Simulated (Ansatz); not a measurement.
# RuSe (Pm-3m) in Ansatz: settings compared

The runs below take RuSe through single point, with PBE+U, PBEsol+U.

Everything below comes from runs of Ansatz 0.2.0. Logs are shortened: lines on timing, memory, paths and dates and some standing lists are left out, and cuts for length are marked.

### Step 1. Starting point

It takes space group Pm-3m (No. 221, cubic). The conventional cell has a = 3.188 Å, b = 3.188 Å, c = 3.188 Å, α = 90.00°, β = 90.00°, γ = 90.00°. Ru (site symmetry m-3m) is surrounded by 8 Se at 2.76 Å. Se (site symmetry m-3m) is surrounded by 8 Ru at 2.76 Å.

The cell comes from a database or a generator and needn't be the stable form of this composition.

### Step 2. Single point, PBE+U, collinear spin, ferromagnetic start

The input, input.yaml:

```yaml
crystal:
  lattice:
    - [3.18769231, 0.0, 0.0]
    - [0.0, 3.18769231, 0.0]
    - [0.0, 0.0, 3.18769231]
  atoms:
    - { symbol: Ru, position: [0.0, 0.0, 0.0], spin: 3.0 }
    - { symbol: Se, position: [0.5, 0.5, 0.5] }
hamiltonian:
  xc: pbe
  pseudopotentials: { kind: paw }
  hubbard: { sites: [{ species: Ru, l: d, u_eff: 6.0 }] }
magnetization:
  spin_polarized: true
  initial_magnetization: 3.0
  spin_locking: { lock_magnetization: hard }
kpoints:
  mp_grid: { grid: [6, 6, 6] }
scf:
  occupations: { method: gaussian, width: 0.05 }
output:
  forces: true
  stress: true
  eigenvalues: true
```

Potentials or basis: Ansatz PAW.

Launch:

```bash
> ansatz run input.yaml --threads 2 --pin off --max-ram 5632MiB --backend cpu --events-out ev --progress --plain --runs-dir out
```

Log:

```text
Warning: output.stress: scf.convergence.dr2_threshold = 1e-7 eV (the SCF's general default) is looser than the 2e-10 eV advised for a printed stress (1e-10 eV for each atom of the cell: 2). What an SCF threshold leaves in a stress goes as its square root, and in the free energy as the threshold itself, and one threshold admits the most on a small cell: of the crystals measured, under no hybrid functional and no lock of the moments, on runs that ended without the residual-converged pass, on stresses that held no estimate of that error, the worst erred by over 100 MPa in a component at 1e-7 eV an atom and by under 5 at 1e-10. Set scf.convergence.dr2_threshold to 2e-10 eV or tighter. The threshold is an SCF's pass mark: one that does not reach it within its budget of iterations ends unconverged, or closes short of it on a stop that the run arms, and scf.convergence.dr2_threshold's page says what that costs each kind of run
Warning: RAYON_NUM_THREADS=2 ignored (pool sized by the plan → 2); use --threads N
Ru: projections on atomic orbitals take those of the free atom [Ar 3d10] 4s2 4p6 4d7 5s1, of charge +0.00 (hamiltonian.pseudopotentials.projection_atoms); the dataset's partial waves leave at most 8.1e-6 of an orbital's norm unspanned inside its sphere
Se: projections on atomic orbitals take those of the free atom [Ar] 3d10 4s2 4p4, of charge +0.00 (hamiltonian.pseudopotentials.projection_atoms); the dataset's partial waves leave at most 2.3e-6 of an orbital's norm unspanned inside its sphere
Engine: ansatz 0.2.0, aarch64-unknown-linux-gnu
Pseudopotentials: kind: paw
Pseudopotential: Ru, paw, valence charge 16, recommended cutoff 420 eV (normal), Ru.paw.azcp
Pseudopotential: Se, paw, valence charge 16, recommended cutoff 420 eV (normal), Se.paw.azcp
Functional definition: PBE
  parameter kappa = 0.804
  parameter beta = 0.06672455060314922
  exchange = pbe_x(kappa = kappa, mu = beta*pi^2/3)
  correlation = pbe_c(beta = beta)
Crystal: 2 atoms, lattice volume = 32.391 Å³
Basis set: ecut = 420 eV, 619 PW (Γ), exchange–correlation on 48×48×48 points (8 copies of the dense FFT grid, shifted against one another)
Bands: 22, of which v1, the nominal top of the filled ones, is band 16 counted from 1 (15 counted from 0)
Symmetry: 48 space group operations
Space group: Pm-3m (ITA 221), of the structure as read, at distance tolerance 3.2e-5 Å
Magnetic group: BNS 221.92 (UNI 1594), of the structure as read, at distance tolerance 3.2e-5 Å
k-points: 20 of 216
Non-local potential: Ru, projectors of the file, l = 0: 3, l = 1: 2, l = 2: 2, l = 3: 1
Non-local potential: Se, projectors of the file, l = 0: 2, l = 1: 2, l = 2: 3, l = 3: 1
PAW form: soft (Blöchl's): semilocal exchange-correlation on the pseudo side does not see the compensation charge
PAW one-centre angular grid: Ru, 590 points (default); XC on 64 Gauss nodes
PAW one-centre angular grid: Se, 590 points (default); XC on 64 Gauss nodes
Initial density: superposition of atomic densities (chi_scale 0.1, normalization cell)
Starting moments: Σ|m| = 3 μB on 1 of 2 sites
Initial wavefunctions: pseudopotential atomic-orbital guess
Functional: x = pbe(κ = 0.804, μ = 0.2195149727645171), c = pbe(β = 0.06672455060314922)
SCF iter   1: F=—  HF=-11341.652645 eV  |F-HF|=—  |Δ(HF+E_count)|=         —  Δρ=4.73e-2 (↑4.73e-2 ↓3.27e-2)  dr2=1.47e0  dr2_m=2.76e-1  M=3.000 μB ∫|m|=3.008 μB  β_m=0.30  ethr=3.10e-3  ⟨swp⟩=5.7  Hψ=3776  notcnv=0
preconditioner: auto → none  [insulator: Δε(μ)=0.065 eV  Ē_g=10.631 eV  σ=0.050 eV  W_gap=0.59  n_scr=6 (ndim 8)  ℏωp=24.4 eV  f_vac=0.000  D(μ)=4.13/eV (n_scr^D=56)  ε∞_Penn≈6.3]
SCF iter   2: F=—  HF=-11341.502706 eV  |F-HF|=—  |Δ(HF+E_count)|=   1.50e-1  Δρ=3.20e-2 (↑1.43e-2 ↓3.20e-2)  dr2=8.93e-2  dr2_m=1.48e-1  M=3.000 μB ∫|m|=3.012 μB  β_m=0.32  ethr=3.10e-3  ⟨swp⟩=2.2  Hψ=1570  notcnv=0  defer=47
SCF iter   3: F=—  HF=-11341.643997 eV  |F-HF|=—  |Δ(HF+E_count)|=   1.41e-1  Δρ=2.42e-2 (↑1.45e-2 ↓2.42e-2)  dr2=3.96e-2  dr2_m=9.20e-2  M=3.000 μB ∫|m|=3.011 μB  β_m=0.29  ethr=2.79e-4  ⟨swp⟩=2.4  Hψ=1561  notcnv=0  defer=49
SCF iter   4: F=—  HF=-11341.889513 eV  |F-HF|=—  |Δ(HF+E_count)|=   2.46e-1  Δρ=1.94e-2 (↑7.95e-3 ↓1.94e-2)  dr2=1.80e-2  dr2_m=4.66e-2  M=3.000 μB ∫|m|=3.010 μB  β_m=0.47  ethr=1.24e-4  ⟨swp⟩=2.4  Hψ=1601  notcnv=0  defer=52
SCF iter   5: F=—  HF=-11342.179361 eV  |F-HF|=—  |Δ(HF+E_count)|=   2.90e-1  Δρ=7.99e-3 (↑5.52e-3 ↓7.99e-3)  dr2=1.33e-2  dr2_m=1.07e-2  M=3.000 μB ∫|m|=3.005 μB  β_m=0.69  ethr=5.63e-5  ⟨swp⟩=2.0  Hψ=1854  notcnv=0  defer=52
SCF iter   6: F=—  HF=-11342.248229 eV  |F-HF|=—  |Δ(HF+E_count)|=   6.89e-2  Δρ=7.33e-3 (↑1.14e-3 ↓7.33e-3)  dr2=3.79e-2  dr2_m=3.29e-3  M=3.000 μB ∫|m|=3.005 μB  β_m=0.58  ethr=4.15e-5  ⟨swp⟩=2.0  Hψ=1905  notcnv=0  defer=53
SCF iter   7: F=—  HF=-11342.244644 eV  |F-HF|=—  |Δ(HF+E_count)|=   3.59e-3  Δρ=5.04e-3 (↑4.54e-4 ↓5.04e-3)  dr2=1.58e-2  dr2_m=1.83e-3  M=3.000 μB ∫|m|=3.005 μB  β_m=0.79  ethr=4.15e-5  ⟨swp⟩=1.9  Hψ=1155  notcnv=0  defer=53
SCF iter   8: F=—  HF=-11342.243722 eV  |F-HF|=—  |Δ(HF+E_count)|=   9.21e-4  Δρ=1.80e-3 (↑2.99e-4 ↓1.80e-3)  dr2=1.47e-3  dr2_m=2.98e-4  M=3.000 μB ∫|m|=3.006 μB  β_m=0.84  ethr=4.15e-5  ⟨swp⟩=1.6  Hψ=988  notcnv=0  defer=53
SCF iter   9: F=—  HF=-11342.243720 eV  |F-HF|=—  |Δ(HF+E_count)|=   2.19e-6  Δρ=8.02e-4 (↑8.51e-5 ↓8.02e-4)  dr2=2.64e-4  dr2_m=5.58e-5  M=3.000 μB ∫|m|=3.006 μB  β_m=0.92  ethr=4.60e-6  ⟨swp⟩=1.5  Hψ=915  notcnv=0  defer=53
SCF iter  10: F=—  HF=-11342.243758 eV  |F-HF|=—  |Δ(HF+E_count)|=   3.77e-5  Δρ=1.28e-4 (↑4.12e-5 ↓1.28e-4)  dr2=3.60e-6  dr2_m=1.55e-6  M=3.000 μB ∫|m|=3.006 μB  β_m=0.84  ethr=8.26e-7  ⟨swp⟩=1.9  Hψ=1041  notcnv=0  defer=53
[... 59 lines left out ...]
SCF iter   3: F=—  HF=-11342.328872 eV  |F-HF|=—  |Δ(HF+E_count)|=   4.93e-3  Δρ=5.94e-4 (↑5.94e-4 ↓4.54e-4)  dr2=1.80e-4  dr2_m=1.25e-5  M=3.000 μB ∫|m|=3.007 μB  ethr=3.13e-6  ⟨swp⟩=1.0  Hψ=6022  notcnv=0
SCF iter   4: F=—  HF=-11342.328835 eV  |F-HF|=—  |Δ(HF+E_count)|=   3.64e-5  Δρ=8.85e-5 (↑2.95e-5 ↓8.85e-5)  dr2=2.83e-6  dr2_m=4.67e-7  M=3.000 μB ∫|m|=3.007 μB  ethr=6.63e-7  ⟨swp⟩=1.1  Hψ=4453  notcnv=0
an SCF from an earlier converged SCF that another search, or another magnetic order, replaced, along what its orbitals showed of its open shells (or to have them read), with 40 of the crystal's symmetry operations given up (44 k-points in place of 20), reached no lower state that the run goes on to. This is no proof of a minimum
Symmetry: 2 space group operations
k-points: 112 of 216
iter 1 solved again at ethr=1.48e-10 eV; its pass at ethr=3.13e-6 eV (dr2=4.73e-8 eV) is discarded
SCF iter   1: F=—  HF=-11342.328842 eV  |F-HF|=—  |Δ(HF+E_count)|=         —  Δρ=2.19e-6 (↑2.19e-6 ↓1.90e-6)  dr2=4.48e-10  dr2_m=9.89e-10  M=3.000 μB ∫|m|=3.006 μB  ethr=1.48e-10  ⟨swp⟩=1.2  Hψ=49266  notcnv=0
SCF iter   2: F=—  HF=-11342.327323 eV  |F-HF|=—  |Δ(HF+E_count)|=   1.52e-3  Δρ=4.99e-4 (↑4.02e-4 ↓4.99e-4)  dr2=1.34e-4  dr2_m=4.12e-6  M=3.000 μB ∫|m|=3.006 μB  ethr=3.13e-6  ⟨swp⟩=1.0  Hψ=23420  notcnv=0
SCF iter   3: F=—  HF=-11342.328836 eV  |F-HF|=—  |Δ(HF+E_count)|=   1.51e-3  Δρ=4.37e-5 (↑1.86e-5 ↓4.37e-5)  dr2=3.92e-7  dr2_m=1.58e-7  M=3.000 μB ∫|m|=3.006 μB  ethr=9.37e-7  ⟨swp⟩=1.0  Hψ=10781  notcnv=0
SCF iter   4: F=-11342.328842 eV  HF=-11342.328842 eV  |F-HF|=2.16e-10  |Δ(HF+E_count)|=   6.56e-6  Δρ=1.09e-6 (↑5.63e-7 ↓1.09e-6)  dr2=1.88e-10  dr2_m=1.08e-10  M=3.000 μB ∫|m|=3.006 μB  ethr=3.13e-10  ⟨swp⟩=1.0  Hψ=10752  notcnv=0
SCF 8 converged in 4 iterations: F = -11342.328842 eV  dr2 = 1.88e-10
an SCF along what the orbitals of the run's state read of its open shells (or to have them read: on a GPU, or by another smearing), with 46 of the crystal's symmetry operations given up (112 k-points in place of 20), reached no lower state that the run goes on to. This is no proof of a minimum
SCF converged after 2 iterations
Stability not told: the lowest value that the SCF's own minimisation read on its close, 8.5e-2 (residual 9.7e-4), is positive but too near zero to vouch for directions that it does not look along: no lower mode is shown, and none is ruled out
Magnetization: 3.0000 μB (17.5000 up, 14.5000 down)
Absolute magnetization: 3.0008 μB (∫|ρ↑−ρ↓|, with the PAW one-centre terms)
Spin contamination: 0.0967 ħ² per cell (⟨S²⟩ above its minimum at these occupations)
Per-site moments (μB) at R_I (Å): [(2.5620213237195095, 1.138756789462174), (0.134264930188984, 1.138756789462174)]
Free energy (F): -11342.328842 eV
Harris-Foulkes:  -11342.328842 eV  (|F-HF|=1.29e-9)
Internal energy: -11342.326533 eV  (E = F + TS)
E sigma→0 (E₀):  -11342.327687 eV
Entropy (-TS):   -0.002309 eV (-1.155 meV/atom)
Fermi energy:    17.605008 (↑ 18.461307, ↓ 16.748709) eV
--- Per-component energies (eV) ---
  E_band       = -398.361391
  E_kinetic    = 639.628991
  E_local      = -3289.689139  (includes V_loc(G=0)·N_el)
  E_nonlocal   = -243.787098
  E_hartree    = 1428.858261
  E_xc         = -295.475669
  E_vxc        = -338.212905  (∫ρ·V_xc dr)
  E_hubbard    = 2.171600  (on-site DFT+U / exact-exchange correction)
  E_vhub       = -16.664792  (the Hubbard potential's part of the band-sum identity)
  E_paw        = -5375.552577  (= ΣΔE_a)
  E_vpaw       = -7.352544  (= ΣTr[D̂ρ^β])
  E_aug_tail   = -0.000724  (compensation charges beyond the density's cutoff)
  E_ewald      = -4208.480178
  E_smearing   = -0.002309  (= −TS)
  E_closure    = -0.000000  (closes the sum)
  Σ components = -11342.328842   (vs F -11342.328842, Δ=0.00e0)
--- Forces (eV/Å), atoms counted from 1 ---
  atom   1  Ru     0.00000000     0.00000000     0.00000000
  atom   2  Se     0.00000000     0.00000000     0.00000000
  max |Σ_I F_I| component: 0.00e0 eV/Å
--- Stress (GPa, compression-positive) ---
       27.709439       0.000000       0.000071
        0.000000      32.022530       0.000000
        0.000027       0.000000      27.709358
  P = ⅓ Tr σ = 29.1471 GPa (291.471 kbar)
--- Band table (eV; the first three rows and the last of 160) ---
  k-point 0 ↑: bands = ["-55.8736", "-30.4350", "-30.4324", "-30.4303", "-30.4289", "-30.4289", "-26.0401", "-26.0400", "-25.7578", "1.8257", "10.1794", "10.6817", "12.7885", "12.7886", "12.9718", "16.2153", "16.2153", "16.2298", "19.8991", "26.0918", "26.2765", "34.1473"]
  k-point 1 ↑: bands = ["-55.8723", "-30.4340", "-30.4328", "-30.4296", "-30.4294", "-30.4287", "-26.0667", "-26.0376", "-25.7554", "2.1385", "10.2037", "10.7723", "12.2190", "12.3829", "12.8239", "14.7524", "17.0980", "17.1012", "21.3505", "25.5579", "27.3425", "30.8227"]
  k-point 2 ↑: bands = ["-55.8721", "-30.4342", "-30.4319", "-30.4304", "-30.4285", "-30.4274", "-26.1169", "-26.0325", "-25.7501", "2.9140", "9.4253", "10.9331", "11.4340", "11.5854", "12.8959", "14.2361", "18.6969", "18.7074", "22.5384", "24.3808", "27.6091", "27.6371"]
  k-point 79 ↓: bands = ["-53.9246", "-30.4042", "-30.4042", "-30.4012", "-30.3951", "-30.3918", "-24.0111", "-24.0111", "-23.8799", "5.8007", "11.1703", "12.0403", "12.0403", "15.8672", "18.1766", "20.4988", "20.4988", "20.5704", "22.3910", "22.6841", "22.6841", "26.6202"]
Occupation matrices written to <dir>
```

Wall time 90 s (2 threads of Arm Neoverse V1, shared host); peak memory 0.74 GiB.

The run converged, but a check on its numbers failed (symmetry, net force, bounds or a known fault of this set-up), so they aren't taken as properties of the crystal.

Caveat: the magnetic or orbital state may not be the lowest; the result breaks the symmetry of the cell; a pressure of tens of GPa on the cell as given is suspect, and the run, the potentials or the cell itself is likely at fault; the total moment is fixed, so each spin has its own Fermi level; the thresholds are loose for stress.

### Step 3. Single point, PBE+U, collinear spin, program default start

input.yaml: that of step 2 with these lines changed.

```diff
@@ -6,3 +6,3 @@
   atoms:
-    - { symbol: Ru, position: [0.0, 0.0, 0.0], spin: 3.0 }
+    - { symbol: Ru, position: [0.0, 0.0, 0.0] }
     - { symbol: Se, position: [0.5, 0.5, 0.5] }
@@ -14,4 +14,2 @@
   spin_polarized: true
-  initial_magnetization: 3.0
-  spin_locking: { lock_magnetization: hard }
 kpoints:
@@ -24 +22,5 @@
   eigenvalues: true
+  write_density: true
+  write_potential: true
+  elf: true
+  volumetric_format: npy
```

Potentials or basis: Ansatz PAW.

Launch:

```bash
> ansatz run input.yaml --threads 2 --pin off --max-ram 5632MiB --backend cpu --events-out ev --progress --plain --runs-dir out
```

Wall time 15 s (2 threads of Arm Neoverse V1, shared host); peak memory 0.47 GiB.

It converged, with:

- Free energy: -11343.1258 eV
- Pressure: 21.1 GPa
- Band gap on the k mesh: none (metal or under the smearing width)
- Net moment: 2.03 μB per cell
- Absolute moment: 2.70 μB per cell
- Site moments: Ru +2.14; Se -0.30 μB

Levels at points of the mesh, in eV from the Fermi level:
Spin up:
```csv
k point,band 14,band 15,band 16,band 17,band 18,band 19,band 20,band 21
"(0.00, 0.00, 0.00)",-4.19,-4.19,-1.29,-1.29,-1.29,2.46,8.80,8.80
"(0.00, 0.00, -0.50)",-5.97,-4.04,-2.29,2.21,2.21,5.52,6.30,8.71
"(0.00, -0.50, -0.50)",-5.11,-5.11,-3.47,-2.86,0.43,2.47,10.36,10.36
"(-0.50, -0.50, -0.50)",-2.79,-2.79,1.16,1.16,1.16,2.56,2.56,2.56
```
Spin down:
| k point | band 12 | band 13 | band 14 | band 15 | band 16 | band 17 | band 18 | band 19 |
| --- | --- | --- | --- | --- | --- | --- | --- | --- |
| (0.00, 0.00, 0.00) | -5.81 | -1.49 | -1.49 | -1.49 | 2.64 | 2.64 | 2.64 | 2.98 |
| (0.00, 0.00, -0.50) | -5.19 | -2.06 | -2.06 | -1.43 | 2.86 | 4.78 | 4.78 | 5.76 |
| (0.00, -0.50, -0.50) | -5.80 | -5.13 | -1.78 | 0.09 | 1.46 | 1.46 | 2.10 | 3.35 |
| (-0.50, -0.50, -0.50) | -5.81 | -5.81 | -1.72 | -1.72 | 2.91 | 2.91 | 2.91 | 5.07 |

Eigenvalues of the final occupation matrices:
```
  site  spin  trace               eigenvalues
site 1     1   4.74  0.92 0.92 0.92 0.98 0.98
site 1     2   2.41  0.15 0.15 0.15 0.97 0.97
```

Caveat: the magnetic or orbital state may not be the lowest. The state reached can hang on the start; a lower one may exist.

### Step 4. Single point, PBEsol+U, collinear spin, program default start

input.yaml: that of step 3 with these lines changed.

```diff
@@ -9,7 +9,9 @@
 hamiltonian:
-  xc: pbe
+  xc: pbesol
   pseudopotentials: { kind: paw }
-  hubbard: { sites: [{ species: Ru, l: d, u_eff: 6.0 }] }
+  hubbard: { sites: [{ species: Ru, l: d, u_eff: 3.0 }] }
 magnetization:
   spin_polarized: true
+  initial_magnetization: 0.0
+  spin_locking: { lock_magnetization: hard }
 kpoints:
@@ -22,5 +24 @@
   eigenvalues: true
-  write_density: true
-  write_potential: true
-  elf: true
-  volumetric_format: npy
```

Launch:

```bash
> ansatz run input.yaml --threads 2 --pin off --max-ram 5632MiB --backend cpu --events-out ev --progress --plain --runs-dir out
```

Wall time 11 s (2 threads of Arm Neoverse V1, shared host); peak memory 0.44 GiB.

The run converged. Its results:

| Quantity | Value |
| --- | --- |
| Free energy | -11237.2878 eV |
| Pressure | -16.4 GPa |
| Net moment | 0.00 μB per cell |
| Absolute moment | 0.00 μB per cell |

Eigenvalues of the final occupation matrices:
| site | spin | trace | eigenvalues |
| --- | --- | --- | --- |
| site 1 | 1 | 3.74 | 0.73 0.73 0.76 0.76 0.76 |
| site 1 | 2 | 3.74 | 0.73 0.73 0.76 0.76 0.76 |

Caveat: the magnetic or orbital state may not be the lowest; the total moment is fixed, so each spin has its own Fermi level; the PAW data sets come from PBE, with cores solved anew for the run's functional, which leaves a small shift of forces and pressure; the thresholds are loose for stress. The state reached can hang on the start; a lower one may exist.
